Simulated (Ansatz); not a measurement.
Run this with the Ansatz DFT code, driven from Python and show what comes out.

The script, `snte_defect.py`:
```python
"""Point defect (antisite) in SnTe."""

import ansatz as az
import numpy as np

cell = (
    az.Lattice.of((0.0, 3.611146, 3.611146), (3.611146, 0.0, 3.611146), (3.611146, 3.611146, 0.0))
    .atom("Sn", (0.0, 0.0, 0.0))
    .atom("Te", (0.75, 0.75, 0.75))
)
host = cell.supercell(2)
defective = host.substitution("Te", at=(0.0, 0.0, 0.0), replaces="Sn")

def prepare(structure):
    return (
        structure.calculation()
        .kpoints(mesh=(2, 2, 2))
        .functional("r2scan")
        .occupations("fermi_dirac", width=0.05)
        .band_table()
    )


perfect = prepare(host).run(threads=1).report
calculation = prepare(defective).forces()
outcome = calculation.run(threads=1)
report = outcome.report

n_host, n_defect = len(perfect["lattice"]["sites"]), len(report["lattice"]["sites"])
print(f"perfect cell: {n_host} atoms, F = {perfect['free_energy_ev']:.4f} eV")
print(f"defect cell:  {n_defect} atoms, F = {report['free_energy_ev']:.4f} eV")
# chemical potentials are still to be added to this difference
print(f"difference {report['free_energy_ev'] - perfect['free_energy_ev']:.4f} eV (no chemical potentials)")

for label, run in (("perfect", perfect), ("defect", report)):
    levels, filled = np.array(run["eigenvalues_ev"][0]), np.array(run["occupations"][0])
    top = int(np.argmin(np.abs(levels - run["fermi_energy_ev"])))
    window = slice(max(top - 3, 0), top + 4)
    print(label, "levels near E_F at the first k-point:", ", ".join(f"{e - run['fermi_energy_ev']:.2f} ({f:.2f})" for e, f in zip(levels[window], filled[window])))

for site in outcome.lattice.sites:
    print(f"{site.symbol:2s}", " ".join(f"{v:8.4f}" for v in site.position_ang))
```

```console
$ python snte_defect.py
DeckWarning: basis.ecutwfc = 500 eV, auto-derived from the records' recommended cutoffs: set by Sn (their level for a meta-GGA)
DeckWarning: basis.ecutwfc = 500 eV, auto-derived from the records' recommended cutoffs: set by Te (their level for a meta-GGA)
perfect cell: 16 atoms, F = -104266.9899 eV
defect cell:  16 atoms, F = -105221.8410 eV
difference -954.8511 eV (no chemical potentials)
perfect levels near E_F at the first k-point: -0.84 (2.00), -0.84 (2.00), -0.84 (2.00), 0.06 (0.44), 0.06 (0.44), 0.06 (0.44), 0.96 (0.00)
defect levels near E_F at the first k-point: -0.79 (2.00), -0.31 (2.00), -0.31 (2.00), -0.31 (2.00), 0.64 (0.00), 0.64 (0.00), 0.64 (0.00)
Te   0.0000   0.0000   0.0000
Te   5.4167   5.4167   5.4167
Sn   3.6111   3.6111   0.0000
Te   9.0279   9.0279   5.4167
Sn   3.6111   0.0000   3.6111
Te   9.0279   5.4167   9.0279
Sn   7.2223   3.6111   3.6111
Te  12.6390   9.0279   9.0279
Sn   0.0000   3.6111   3.6111
Te   5.4167   9.0279   9.0279
Sn   3.6111   7.2223   3.6111
Te   9.0279  12.6390   9.0279
Sn   3.6111   3.6111   7.2223
Te   9.0279   9.0279  12.6390
Sn   7.2223   7.2223   7.2223
Te  12.6390  12.6390  12.6390
```
(Warnings from the package without file and line.)

Absolute energies stand on the zero of these potentials, so only differences at equal settings mean something. A total without «per atom» is that of the cell as typed. Extra carriers fill band states at a few k-points, so forces and energy hang on the mesh. The computed bands are complete only to about 2.4 eV above the Fermi level. The atoms stand at ideal sites; relaxing them can change energy and levels by an eV or more. The difference holds no chemical potentials. Each cell's levels count from its own Fermi level and aren't aligned; one k-point can hide that the defect cell is metallic. This cell is a computed structure, which may not be the phase found in nature. Levels are Kohn-Sham eigenvalues on this mesh, without spin-orbit coupling. The supercell is small, so the defect meets its images and the energies aren't those of an isolated defect; a partly filled defect level may also lower its energy by spin or distortion. For a charged cell the difference holds no correction, alignment or term for the electrons' reservoir. The whole script took 110 s on 1 thread of Intel(R) Xeon(R) Processor @ 2.30GHz, with other jobs on the host, peak memory 2.5 GiB.
